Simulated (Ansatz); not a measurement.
# BeCdTeSe: one candidate of a structure search, part 2 of 2

The task: take a trial cell of BeCdTeSe to zero force and stress.

Ansatz 0.2.0; DFT PBE, scalar-relativistic, plane waves, PAW.

## (4) Relaxation on the finer mesh

The end of the coarse run is made exact in the group found at a tolerance of 0.06 Å and reduced to its primitive cell.

Contents of input.yaml:

```yaml
crystal:
  lattice:
    - [4.0240064786, 0.0, 0.0]
    - [0.0, 4.0240064786, 0.0]
    - [0.0, 0.0, 5.7716167167]
  atoms:
    - { symbol: Be, position: [0.0, 0.0, 0.5] }
    - { symbol: Cd, position: [0.5, 0.5, 0.5] }
    - { symbol: Te, position: [0.0, 0.0, 0.0] }
    - { symbol: Se, position: [0.5, 0.5, 0.0] }
basis:
  ecutwfc: 420
kpoints:
  mp_grid: { grid: [12, 12, 8] }
hamiltonian:
  xc: pbe
scf:
  occupations: { method: gaussian, width: 0.1 }
output:
  forces: true
  stress: true
  eigenvalues: true
relax:
  adjacent_minimum: "off"
  f_tol: 0.01
  max_steps: 80
  cell: { stress_tol: 0.05 }
```

Command:

```
> ansatz run input.yaml --threads 1 --pin off --max-ram 2560MiB --backend cpu --events-out ev --progress --plain --runs-dir out
```

What it wrote:

```text
Warning: RAYON_NUM_THREADS=1 ignored (pool sized by the plan → 1); use --threads N
Engine: ansatz 0.2.0, x86_64-unknown-linux-gnu
Pseudopotentials: kind: paw
Pseudopotential: Be, paw, valence charge 2, recommended cutoff 420 eV (normal), Be.paw.azcp
Pseudopotential: Cd, paw, valence charge 20, recommended cutoff 420 eV (normal), Cd.paw.azcp
Pseudopotential: Te, paw, valence charge 16, recommended cutoff 420 eV (normal), Te.paw.azcp
Pseudopotential: Se, paw, valence charge 16, recommended cutoff 420 eV (normal), Se.paw.azcp
Functional definition: PBE
  parameter kappa = 0.804
  parameter beta = 0.06672455060314922
  exchange = pbe_x(kappa = kappa, mu = beta*pi^2/3)
  correlation = pbe_c(beta = beta)
Crystal: 4 atoms, lattice volume = 93.458 Å³
Basis set: ecut = 420 eV, 1843 PW (Γ), exchange–correlation on 54×54×80 points (8 copies of the dense FFT grid, shifted against one another)
Bands: 33, of which v1, the nominal top of the filled ones, is band 27 counted from 1 (26 counted from 0)
Symmetry: 16 space group operations
Space group: P4/mmm (ITA 123), of the structure as read, at distance tolerance 4.5e-5 Å
k-points: 140 of 1152
Non-local potential: Be, projectors of the file, l = 0: 2, l = 1: 2, l = 2: 1
Non-local potential: Cd, projectors of the file, l = 0: 3, l = 1: 2, l = 2: 2, l = 3: 1
Non-local potential: Te, projectors of the file, l = 0: 2, l = 1: 2, l = 2: 2, l = 3: 2
Non-local potential: Se, projectors of the file, l = 0: 2, l = 1: 2, l = 2: 3, l = 3: 1
PAW form: soft (Blöchl's): semilocal exchange-correlation on the pseudo side does not see the compensation charge
PAW one-centre angular grid: Be, 110 points (default); XC on 64 Gauss nodes
PAW one-centre angular grid: Cd, 590 points (default); XC on 64 Gauss nodes
PAW one-centre angular grid: Te, 590 points (default); XC on 64 Gauss nodes
PAW one-centre angular grid: Se, 590 points (default); XC on 64 Gauss nodes
Initial density: superposition of atomic densities (neutral atoms: chi_scale 0, normalization atom), corrected by the library's trained network
Initial wavefunctions: pseudopotential atomic-orbital guess
Functional: x = pbe(κ = 0.804, μ = 0.2195149727645171), c = pbe(β = 0.06672455060314922)
SCF iter   1: F=—  HF=-20794.697504 eV  |F-HF|=—  |Δ(HF+E_count)|=         —  Δρ=2.64e-3  dr2=2.90e-2  ethr=1.77e-3  ⟨swp⟩=7.0  Hψ=19612  notcnv=0
preconditioner: auto → Kerker (q_TF=auto, 2.490 Å⁻¹)  [metal: Δε(μ)=0.023 eV  Ē_g=9.804 eV  σ=0.100 eV  W_gap=0.13  n_scr=28 (ndim 8)  ℏωp=19.6 eV  f_vac=0.001  D(μ)=1.62/eV (n_scr^D=6)]
SCF iter   2: F=—  HF=-20794.694637 eV  |F-HF|=—  |Δ(HF+E_count)|=   2.87e-3  Δρ=1.50e-3  dr2=8.24e-3  ethr=5.37e-5  ⟨swp⟩=1.7  Hψ=6256  notcnv=0
SCF iter   3: F=—  HF=-20794.693357 eV  |F-HF|=—  |Δ(HF+E_count)|=   1.28e-3  Δρ=4.74e-4  dr2=8.47e-4  ethr=1.53e-5  ⟨swp⟩=2.0  Hψ=5172  notcnv=0
SCF iter   4: F=—  HF=-20794.693213 eV  |F-HF|=—  |Δ(HF+E_count)|=   1.44e-4  Δρ=1.96e-4  dr2=6.15e-5  ethr=1.57e-6  ⟨swp⟩=2.0  Hψ=7656  notcnv=0
SCF iter   5: F=—  HF=-20794.693303 eV  |F-HF|=—  |Δ(HF+E_count)|=   9.02e-5  Δρ=9.27e-5  dr2=9.73e-6  ethr=1.14e-7  ⟨swp⟩=2.0  Hψ=7675  notcnv=0
SCF iter   6: F=—  HF=-20794.693304 eV  |F-HF|=—  |Δ(HF+E_count)|=   1.42e-6  Δρ=2.89e-5  dr2=9.64e-7  ethr=1.80e-8  ⟨swp⟩=2.0  Hψ=7672  notcnv=0
SCF iter   7: F=-20794.693305 eV  HF=-20794.693305 eV  |F-HF|=5.90e-8  |Δ(HF+E_count)|=   5.55e-7  Δρ=9.96e-6  dr2=9.61e-8  ethr=1.85e-10  ⟨swp⟩=7.2  Hψ=22847  notcnv=0
SCF 1 converged in 7 iterations: F = -20794.693305 eV  dr2 = 9.61e-8
relax step   1: F+E_penalty+E_count = -20794.69330491 eV  Δ(F+E_penalty+E_count) = +0.000e0 eV  max|allowed force component| = 7.519e-29 eV/Å  Δτ_max = 0.0000 Å  P = -0.540 GPa  Ω = 93.458 Å³  (7 SCF iters, dr2 threshold 1.00e-7 eV, accepted)
Crystal: 4 atoms, lattice volume = 91.570 Å³
Basis set: ecut = 420 eV, 1803 PW (Γ), exchange–correlation on 54×54×80 points (8 copies of the dense FFT grid, shifted against one another)
Initial density: handed on by an earlier stage of this run
Initial wavefunctions: those handed on with the density
iter 1 solved again at ethr=1.61e-5 eV; its pass at ethr=3.10e-3 eV (dr2=8.69e-3 eV) is discarded
SCF iter   1: F=—  HF=-20794.697413 eV  |F-HF|=—  |Δ(HF+E_count)|=         —  Δρ=1.41e-3  dr2=8.73e-3  ethr=1.61e-5  ⟨swp⟩=1.0  Hψ=22146  notcnv=0
preconditioner: auto → Kerker (q_TF=auto, 2.498 Å⁻¹)  [metal: Δε(μ)=0.017 eV  Ē_g=9.900 eV  σ=0.100 eV  W_gap=0.09  n_scr=28 (ndim 8)  ℏωp=19.8 eV  f_vac=0.000  D(μ)=1.41/eV (n_scr^D=6)]
SCF iter   2: F=—  HF=-20794.696230 eV  |F-HF|=—  |Δ(HF+E_count)|=   1.18e-3  Δρ=8.16e-4  dr2=3.42e-3  ethr=1.61e-5  ⟨swp⟩=1.0  Hψ=4622  notcnv=0
SCF iter   3: F=—  HF=-20794.695530 eV  |F-HF|=—  |Δ(HF+E_count)|=   7.00e-4  Δρ=2.21e-4  dr2=1.35e-4  ethr=6.33e-6  ⟨swp⟩=2.0  Hψ=5038  notcnv=0
SCF iter   4: F=—  HF=-20794.695591 eV  |F-HF|=—  |Δ(HF+E_count)|=   6.13e-5  Δρ=1.52e-4  dr2=2.90e-5  ethr=2.50e-7  ⟨swp⟩=2.0  Hψ=7834  notcnv=0
SCF iter   5: F=—  HF=-20794.695588 eV  |F-HF|=—  |Δ(HF+E_count)|=   3.03e-6  Δρ=4.43e-5  dr2=3.18e-6  ethr=5.38e-8  ⟨swp⟩=2.0  Hψ=6437  notcnv=0
SCF iter   6: F=-20794.695588 eV  HF=-20794.695588 eV  |F-HF|=1.47e-7  |Δ(HF+E_count)|=   1.27e-7  Δρ=1.49e-5  dr2=2.45e-7  ethr=7.41e-10  ⟨swp⟩=4.1  Hψ=21281  notcnv=0
SCF 2 converged in 6 iterations: F = -20794.695588 eV  dr2 = 2.45e-7
relax step   2: F+E_penalty+E_count = -20794.69558822 eV  Δ(F+E_penalty+E_count) = -2.283e-3 eV  max|allowed force component| = 1.775e-30 eV/Å  Δτ_max = 0.0000 Å  P = +0.446 GPa  Ω = 91.570 Å³  energy of the carried Pulay correction = +3.603e-4 eV  (6 SCF iters, dr2 threshold 4.00e-7 eV, accepted)
Crystal: 4 atoms, lattice volume = 92.254 Å³
iter 1 solved again at ethr=3.09e-6 eV; its pass at ethr=3.10e-3 eV (dr2=1.67e-3 eV) is discarded
SCF iter   1: F=—  HF=-20794.696826 eV  |F-HF|=—  |Δ(HF+E_count)|=         —  Δρ=5.45e-4  dr2=1.61e-3  ethr=3.09e-6  ⟨swp⟩=2.1  Hψ=21112  notcnv=0
preconditioner: auto → Kerker (q_TF=auto, 2.495 Å⁻¹)  [metal: Δε(μ)=0.014 eV  Ē_g=9.870 eV  σ=0.100 eV  W_gap=0.08  n_scr=28 (ndim 8)  ℏωp=19.7 eV  f_vac=0.000  D(μ)=1.61/eV (n_scr^D=6)]
SCF iter   2: F=—  HF=-20794.696626 eV  |F-HF|=—  |Δ(HF+E_count)|=   2.00e-4  Δρ=3.19e-4  dr2=6.17e-4  ethr=2.98e-6  ⟨swp⟩=1.0  Hψ=4621  notcnv=0
SCF iter   3: F=—  HF=-20794.696502 eV  |F-HF|=—  |Δ(HF+E_count)|=   1.24e-4  Δρ=9.62e-5  dr2=2.87e-5  ethr=1.14e-6  ⟨swp⟩=2.0  Hψ=4986  notcnv=0
SCF iter   4: F=—  HF=-20794.696588 eV  |F-HF|=—  |Δ(HF+E_count)|=   8.59e-5  Δρ=6.36e-5  dr2=5.74e-6  ethr=5.32e-8  ⟨swp⟩=2.0  Hψ=7805  notcnv=0
SCF iter   5: F=—  HF=-20794.696587 eV  |F-HF|=—  |Δ(HF+E_count)|=   6.33e-7  Δρ=1.96e-5  dr2=4.27e-7  ethr=1.06e-8  ⟨swp⟩=2.0  Hψ=7836  notcnv=0
SCF iter   6: F=-20794.696587 eV  HF=-20794.696587 eV  |F-HF|=1.06e-8  |Δ(HF+E_count)|=   5.45e-8  Δρ=5.60e-6  dr2=3.44e-8  ethr=7.41e-10  ⟨swp⟩=5.3  Hψ=17803  notcnv=0
SCF 3 converged in 6 iterations: F = -20794.696587 eV  dr2 = 3.44e-8
relax step   3: F+E_penalty+E_count = -20794.69658699 eV  Δ(F+E_penalty+E_count) = -9.988e-4 eV  max|allowed force component| = 2.895e-29 eV/Å  Δτ_max = 0.0000 Å  P = +0.047 GPa  Ω = 92.254 Å³  energy of the carried Pulay correction = +2.248e-4 eV  (6 SCF iters, dr2 threshold 4.00e-7 eV, accepted)
Crystal: 4 atoms, lattice volume = 92.290 Å³
Basis set: ecut = 420 eV, 1827 PW (Γ), exchange–correlation on 54×54×80 points (8 copies of the dense FFT grid, shifted against one another)
iter 1 solved again at ethr=4.37e-7 eV; its pass at ethr=3.10e-3 eV (dr2=2.36e-4 eV) is discarded
SCF iter   1: F=—  HF=-20794.696786 eV  |F-HF|=—  |Δ(HF+E_count)|=         —  Δρ=2.89e-4  dr2=1.72e-4  ethr=4.37e-7  ⟨swp⟩=2.5  Hψ=21964  notcnv=0
preconditioner: auto → Kerker (q_TF=auto, 2.495 Å⁻¹)  [metal: Δε(μ)=0.004 eV  Ē_g=9.867 eV  σ=0.100 eV  W_gap=0.02  n_scr=28 (ndim 8)  ℏωp=19.7 eV  f_vac=0.000  D(μ)=1.68/eV (n_scr^D=6)]
SCF iter   2: F=—  HF=-20794.696779 eV  |F-HF|=—  |Δ(HF+E_count)|=   6.98e-6  Δρ=1.84e-4  dr2=8.04e-5  ethr=3.18e-7  ⟨swp⟩=1.0  Hψ=4620  notcnv=0
SCF iter   3: F=—  HF=-20794.696858 eV  |F-HF|=—  |Δ(HF+E_count)|=   7.92e-5  Δρ=4.22e-5  dr2=2.86e-6  ethr=1.49e-7  ⟨swp⟩=2.0  Hψ=5610  notcnv=0
SCF iter   4: F=—  HF=-20794.696860 eV  |F-HF|=—  |Δ(HF+E_count)|=   1.42e-6  Δρ=2.01e-5  dr2=4.84e-7  ethr=5.30e-9  ⟨swp⟩=2.0  Hψ=7839  notcnv=0
SCF iter   5: F=-20794.696860 eV  HF=-20794.696860 eV  |F-HF|=1.23e-9  |Δ(HF+E_count)|=   1.15e-7  Δρ=6.41e-6  dr2=3.60e-8  ethr=7.90e-11  ⟨swp⟩=3.9  Hψ=22333  notcnv=0
SCF 4 converged in 5 iterations: F = -20794.696860 eV  dr2 = 3.60e-8
relax step   4: F+E_penalty+E_count = -20794.69685973 eV  Δ(F+E_penalty+E_count) = -2.727e-4 eV  max|allowed force component| = 9.861e-30 eV/Å  Δτ_max = 0.0000 Å  P = -0.004 GPa  Ω = 92.290 Å³  energy of the carried Pulay correction = +2.125e-4 eV  (5 SCF iters, dr2 threshold 4.26e-8 eV, accepted)
Crystal: 4 atoms, lattice volume = 92.255 Å³
iter 1 solved again at ethr=1.04e-7 eV; its pass at ethr=3.10e-3 eV (dr2=5.60e-5 eV) is discarded
SCF iter   1: F=—  HF=-20794.696805 eV  |F-HF|=—  |Δ(HF+E_count)|=         —  Δρ=1.65e-4  dr2=3.70e-5  ethr=1.04e-7  ⟨swp⟩=2.8  Hψ=21834  notcnv=0
preconditioner: auto → Kerker (q_TF=auto, 2.495 Å⁻¹)  [metal: Δε(μ)=0.014 eV  Ē_g=9.869 eV  σ=0.100 eV  W_gap=0.08  n_scr=28 (ndim 8)  ℏωp=19.7 eV  f_vac=0.000  D(μ)=1.69/eV (n_scr^D=6)]
SCF iter   2: F=—  HF=-20794.696911 eV  |F-HF|=—  |Δ(HF+E_count)|=   1.07e-4  Δρ=1.02e-4  dr2=1.75e-5  ethr=6.85e-8  ⟨swp⟩=1.0  Hψ=4620  notcnv=0
SCF iter   3: F=—  HF=-20794.696901 eV  |F-HF|=—  |Δ(HF+E_count)|=   1.06e-5  Δρ=2.17e-5  dr2=8.66e-7  ethr=3.23e-8  ⟨swp⟩=2.1  Hψ=6511  notcnv=0
SCF iter   4: F=—  HF=-20794.696912 eV  |F-HF|=—  |Δ(HF+E_count)|=   1.10e-5  Δρ=1.37e-5  dr2=2.91e-7  ethr=1.60e-9  ⟨swp⟩=2.0  Hψ=7845  notcnv=0
SCF iter   5: F=—  HF=-20794.696912 eV  |F-HF|=—  |Δ(HF+E_count)|=   5.26e-8  Δρ=4.62e-6  dr2=2.29e-8  ethr=5.39e-10  ⟨swp⟩=2.0  Hψ=7809  notcnv=0
SCF iter   6: F=-20794.696912 eV  HF=-20794.696912 eV  |F-HF|=1.20e-10  |Δ(HF+E_count)|=  6.44e-10  Δρ=1.66e-6  dr2=2.79e-9  ethr=1.86e-11  ⟨swp⟩=4.8  Hψ=17444  notcnv=0
SCF 5 converged in 6 iterations: F = -20794.696912 eV  dr2 = 2.79e-9
relax step   5: F+E_penalty+E_count = -20794.69691160 eV  Δ(F+E_penalty+E_count) = -5.187e-5 eV  max|allowed force component| = 1.461e-28 eV/Å  Δτ_max = 0.0000 Å  P = -0.001 GPa  Ω = 92.255 Å³  energy of the carried Pulay correction = +2.162e-4 eV  (6 SCF iters, dr2 threshold 1.00e-8 eV, accepted)
Initial wavefunctions: pseudopotential atomic-orbital guess (no wavefunctions were taken with the density)
iter 1 solved again at ethr=5.30e-7 eV; its pass at ethr=3.10e-3 eV (dr2=2.86e-4 eV) is discarded
SCF iter   1: F=—  HF=-20794.696564 eV  |F-HF|=—  |Δ(HF+E_count)|=         —  Δρ=3.61e-5  dr2=1.04e-7  ethr=5.30e-7  ⟨swp⟩=3.0  Hψ=30888  notcnv=0
eigensolver tolerance schedule: the retry pair's looser diagonalisation over-reported the residual by 2744.79 of it (diagonalisation noise at 0.88 of the residual, at the tolerance the schedule requests for it); recorded, not acted on — ethr = c·dr2/N_el stays at c = 1.0e-1
preconditioner: auto → Kerker (q_TF=auto, 2.495 Å⁻¹)  [metal: Δε(μ)=0.015 eV  Ē_g=9.871 eV  σ=0.100 eV  W_gap=0.08  n_scr=28 (ndim 8)  ℏωp=19.7 eV  f_vac=0.000  D(μ)=1.69/eV (n_scr^D=6)]
SCF iter   2: F=—  HF=-20794.696682 eV  |F-HF|=—  |Δ(HF+E_count)|=   1.18e-4  Δρ=1.82e-5  dr2=3.04e-8  ethr=1.93e-10  ⟨swp⟩=2.9  Hψ=9077  notcnv=0
SCF iter   3: F=—  HF=-20794.696683 eV  |F-HF|=—  |Δ(HF+E_count)|=   1.35e-6  Δρ=3.91e-6  dr2=2.48e-9  ethr=5.63e-11  ⟨swp⟩=2.0  Hψ=5979  notcnv=0
SCF iter   4: F=—  HF=-20794.696683 eV  |F-HF|=—  |Δ(HF+E_count)|=   4.86e-8  Δρ=4.23e-7  dr2=2.05e-10  ethr=4.60e-12  ⟨swp⟩=2.0  Hψ=7805  notcnv=0
SCF iter   5: F=—  HF=-20794.696683 eV  |F-HF|=—  |Δ(HF+E_count)|=  9.46e-11  Δρ=1.43e-7  dr2=4.59e-11  ethr=1.00e-12  ⟨swp⟩=5.9  Hψ=18793  notcnv=0
SCF iter   6: F=-20794.696683 eV  HF=-20794.696683 eV  |F-HF|=1.09e-11  |Δ(HF+E_count)|=  1.09e-11  Δρ=6.11e-8  dr2=6.13e-12  ethr=1.00e-12  ⟨swp⟩=4.0  Hψ=15317  notcnv=0
SCF 6 converged in 6 iterations: F = -20794.696683 eV  dr2 = 6.13e-12
relax step   6: F+E_penalty+E_count = -20794.69668332 eV  Δ(F+E_penalty+E_count) = +2.283e-4 eV  max|allowed force component| = 1.416e-28 eV/Å  Δτ_max = 0.0000 Å  P = -0.000 GPa  Ω = 92.255 Å³  stress off target by 4.91e-3 GPa  SCF on the basis re-selected at this cell (its energy is not comparable with the rows above)  (6 SCF iters)
basis re-selected at this cell: Δ(F+E_penalty+E_count) = +2.283e-4 eV, ΔP = +0.001 GPa vs the last step (what re-selecting the basis moved, of the pressure what is left beyond the Pulay correction that the steps carried, after the strain that the cell walked since its last selection, with what the two solves' SCF thresholds leave and, on support functions, any second-order correction that the steps lacked; it is no measure of the basis error at this ecutwfc). This SCF's stress stands 4.91e-3 GPa from its target on what of the cell is left free (relax.cell.stress_tol is 5.00e-2 GPa) and its largest allowed force component is 1.42e-28 eV/Å (relax.f_tol is 1.00e-2 eV/Å): within both
SCF converged after 6 iterations
Free energy (F): -20794.696683 eV
Harris-Foulkes:  -20794.696683 eV  (|F-HF|=1.09e-11)
Internal energy: -20794.688230 eV  (E = F + TS)
E sigma→0 (E₀):  -20794.692457 eV
Entropy (-TS):   -0.008453 eV (-2.113 meV/atom)
Fermi energy:    9.609801 eV
--- Per-component energies (eV) ---
  E_band       = -1097.941545
  E_kinetic    = 817.994608
  E_local      = -7424.343363  (includes V_loc(G=0)·N_el)
  E_nonlocal   = -868.148548
  E_hartree    = 3759.962548
  E_xc         = -422.559312
  E_vxc        = -441.601615  (∫ρ·V_xc dr)
  E_paw        = -10715.601291  (= ΣΔE_a)
  E_vpaw       = -701.767173  (= ΣTr[D̂ρ^β])
  E_aug_tail   = -0.000630  (compensation charges beyond the density's cutoff)
  E_ewald      = -5941.992242
  E_smearing   = -0.008453  (= −TS)
  E_closure    = -0.000000  (closes the sum)
  Σ components = -20794.696683   (vs F -20794.696683, Δ=0.00e0)
--- Forces (eV/Å), atoms counted from 1 ---
  atom   1  Be     0.00000000     0.00000000     0.00000000
  atom   2  Cd     0.00000000    -0.00000000    -0.00000000
  atom   3  Te    -0.00000000     0.00000000     0.00000000
  atom   4  Se    -0.00000000     0.00000000     0.00000000
  max |Σ_I F_I| component: 1.41e-28 eV/Å
--- Stress (GPa, compression-positive) ---
        0.002083      -0.000000      -0.000000
       -0.000000       0.002083      -0.000000
       -0.000000      -0.000000      -0.004906
  P = ⅓ Tr σ = -0.0002 GPa (-0.002 kbar)
--- Band table (eV; the first three rows and the last of 140) ---
  k-point 0: bands = ["-92.8157", "-53.8754", "-53.8754", "-53.8512", "-38.8233", "-38.8227", "-38.7310", "-38.7310", "-38.7030", "-27.9690", "-27.9633", "-27.8621", "-27.8621", "-27.8300", "-5.4402", "-0.0986", "1.2292", "1.3185", "1.3579", "1.3579", "1.4935", "4.1505", "4.7936", "4.9937", "4.9937", "8.5807", "11.6272", "11.6272", "12.4832", "12.6743", "12.6743", "13.9192", "15.6633"]
  k-point 1: bands = ["-92.8157", "-53.8754", "-53.8754", "-53.8512", "-38.8233", "-38.8227", "-38.7310", "-38.7310", "-38.7030", "-27.9690", "-27.9633", "-27.8621", "-27.8621", "-27.8300", "-5.4308", "-0.0713", "1.2294", "1.3185", "1.3533", "1.3533", "1.4316", "3.5621", "5.0141", "5.0141", "5.5869", "8.5989", "11.5769", "11.5769", "12.5022", "12.6020", "12.6020", "13.9985", "14.9908"]
  k-point 2: bands = ["-92.8157", "-53.8754", "-53.8754", "-53.8512", "-38.8233", "-38.8227", "-38.7310", "-38.7310", "-38.7029", "-27.9690", "-27.9633", "-27.8621", "-27.8621", "-27.8300", "-5.4077", "0.0029", "1.2297", "1.2713", "1.3186", "1.3423", "1.3423", "2.9652", "5.0639", "5.0639", "6.7904", "8.6413", "11.4343", "11.4343", "12.4869", "12.4869", "12.5504", "13.1986", "14.7624"]
  k-point 139: bands = ["-92.8157", "-53.8757", "-53.8757", "-53.8511", "-38.8234", "-38.8223", "-38.7310", "-38.7310", "-38.7028", "-27.9667", "-27.9635", "-27.8628", "-27.8628", "-27.8274", "-3.6847", "-1.6208", "1.0549", "1.0921", "1.1960", "1.1960", "1.4722", "3.1571", "3.1571", "5.7910", "6.1711", "8.2617", "8.2617", "12.0998", "12.6161", "12.6983", "14.0198", "14.0198", "14.8372"]
--- Relaxed structure (5 steps of the walk, 5 accepted, 1 SCFs on fresh bases) ---
  F+E_penalty+E_count = -20794.69668332 eV   max|allowed force component| = 1.416e-28 eV/Å   (the final SCF, on the basis selected at the relaxed cell)
  cell:  # Å, volume = 92.2548 Å³
    - [4.026739833646681, 1.0673517484689008e-34, 0.0]
    - [1.0673517484689008e-34, 4.026739833646681, 0.0]
    - [0.0, 0.0, 5.689603806566361]
  atoms:
    - { symbol: Be, position: [-2.4245992554215332e-36, -5.725559687501452e-37, 0.5] }
    - { symbol: Cd, position: [0.49999999999999994, 0.49999999999999994, 0.5] }
    - { symbol: Te, position: [4.703138314733335e-36, 5.959256001277021e-37, 0.0] }
    - { symbol: Se, position: [0.49999999999999994, 0.49999999999999994, 0.0] }
```

Wall time 5 min (1 thread of Intel Xeon at 2.50GHz (Skylake/Cascade Lake), shared host); peak memory 0.65 GiB.

Relaxation path:

| step | energy from step 1 (eV/cell) | largest force component (eV/Å) | pressure (GPa) | volume (Å³) |
| --- | --- | --- | --- | --- |
| 1 | 0.0000 | 0.0000 | -0.54 | 93.46 |
| 2 | -0.0023 | 0.0000 | 0.45 | 91.57 |
| 3 | -0.0033 | 0.0000 | 0.05 | 92.25 |
| 4 | -0.0036 | 0.0000 | 0.00 | 92.29 |
| 5 | -0.0036 | 0.0000 | 0.00 | 92.25 |
| 6 | -0.0034 | 0.0000 | 0.00 | 92.25 |

Step 1 is the start. Step 6 repeats the geometry before it on a plane-wave basis chosen anew for that cell, so its energy need not be comparable with the rows above.

|  | before | after | change |
| --- | --- | --- | --- |
| a (Å) | 4.024 | 4.027 | +0.1 % |
| b (Å) | 4.024 | 4.027 | +0.1 % |
| c (Å) | 5.772 | 5.690 | -1.4 % |
| volume (Å³/atom) | 23.36 | 23.06 | -1.3 % |
| shortest distance (Å) | 2.845 | 2.845 | 0.0 % |
| space group (0.01 Å) | P4/mmm | P4/mmm | same |

Forces and stress were held to the start's 16 operations: a distortion of lower symmetry was not tested.

## (5) Variant: eigensolver.kind davidson

Contents of input.yaml:

```yaml
crystal:
  lattice:
    - [4.0267398336, 0.0, 0.0]
    - [0.0, 4.0267398336, 0.0]
    - [0.0, 0.0, 5.6896038066]
  atoms:
    - { symbol: Be, position: [0.0, 0.0, 0.5] }
    - { symbol: Cd, position: [0.5, 0.5, 0.5] }
    - { symbol: Te, position: [0.0, 0.0, 0.0] }
    - { symbol: Se, position: [0.5, 0.5, 0.0] }
basis:
  ecutwfc: 420
kpoints:
  mp_grid: { grid: [12, 12, 8] }
hamiltonian:
  xc: pbe
scf:
  occupations: { method: gaussian, width: 0.1 }
  eigensolver: { kind: davidson }
output:
  forces: true
  eigenvalues: true
  stress: true
```

Command:

```
> ansatz run input.yaml --threads 1 --pin off --max-ram 2560MiB --backend cpu --events-out ev --progress --plain --runs-dir out
```

What it wrote, cut to the lines that bear on the results:

```text
Warning: RAYON_NUM_THREADS=1 ignored (pool sized by the plan → 1); use --threads N
[...]
[... 6 set-up lines as earlier in the session ...]
[...]
Crystal: 4 atoms, lattice volume = 92.255 Å³
Basis set: ecut = 420 eV, 1827 PW (Γ), exchange–correlation on 54×54×80 points (8 copies of the dense FFT grid, shifted against one another)
Bands: 33, of which v1, the nominal top of the filled ones, is band 27 counted from 1 (26 counted from 0)
[... 1 set-up line as earlier in the session ...]
[...]
the search or the solves at the SCF's close seem to have found levels that the self-consistency loop had missed (the run counts 1). By its estimate they hold under 1e-12 electrons; where the run keeps them, the occupations were computed again with them
[...]
SCF converged after 7 iterations
Free energy (F): -20794.696683 eV
[...]
E sigma→0 (E₀):  -20794.692456 eV
Entropy (-TS):   -0.008454 eV (-2.113 meV/atom)
Fermi energy:    9.609822 eV
[...]
--- Forces (eV/Å), atoms counted from 1 ---
  atom   1  Be     0.00000000     0.00000000     0.00000000
  atom   2  Cd     0.00000000     0.00000000     0.00000000
  atom   3  Te     0.00000000     0.00000000     0.00000000
  atom   4  Se     0.00000000     0.00000000     0.00000000
[...]
--- Stress (GPa, compression-positive) ---
        0.001721       0.000000       0.000000
        0.000000       0.001721       0.000000
        0.000000       0.000000      -0.005148
  P = ⅓ Tr σ = -0.0006 GPa (-0.006 kbar)
--- Band table (eV; the first three rows and the last of 140) ---
[...]
```

Run time: 61 s. Hardware: 1 thread of Intel Xeon at 2.50GHz (Skylake/Cascade Lake), shared host; peak memory 0.55 GiB.

| run | ending | energy change | pressure (GPa) | gap (eV) | force (eV/Å) | cycles | time |
| --- | --- | --- | --- | --- | --- | --- | --- |
| step 4 | converged | 0 | 0.0 | 0.00 | 0.00 | - | 5 min |
| variant | converged | 0.0 meV/atom | 0.0 | 0.00 | 0.00 | 7 | 61 s |

The changed solver doesn't alter the result here (within 0.5 meV/atom).

## (6) Summary of results

The summary covers parts 1 to 2. Changes of volume or cell count from the first structure of part 1.

```
                              quantity                                                                      value
symmetry at the end (tolerance 0.05 Å)                                               space group P4/mmm (No. 123)
                     conventional cell  a = 4.027 Å, b = 4.027 Å, c = 5.690 Å, α = 90.00°, β = 90.00°, γ = 90.00°
                                volume                                                              23.06 Å³/atom
              energy over the elements                                                              +0.39 eV/atom
                       gap on the mesh                                                               none (metal)
```

**Reading.** The space group P4/mmm (No. 123) is kept, and the volume per atom grows by 6.4 % from the first guess. The formation energy is positive, so the separate elements lie lower. No finished test with a distortion of lower symmetry is shown, so the end may be a saddle point. The runs treat Te without spin-orbit coupling.
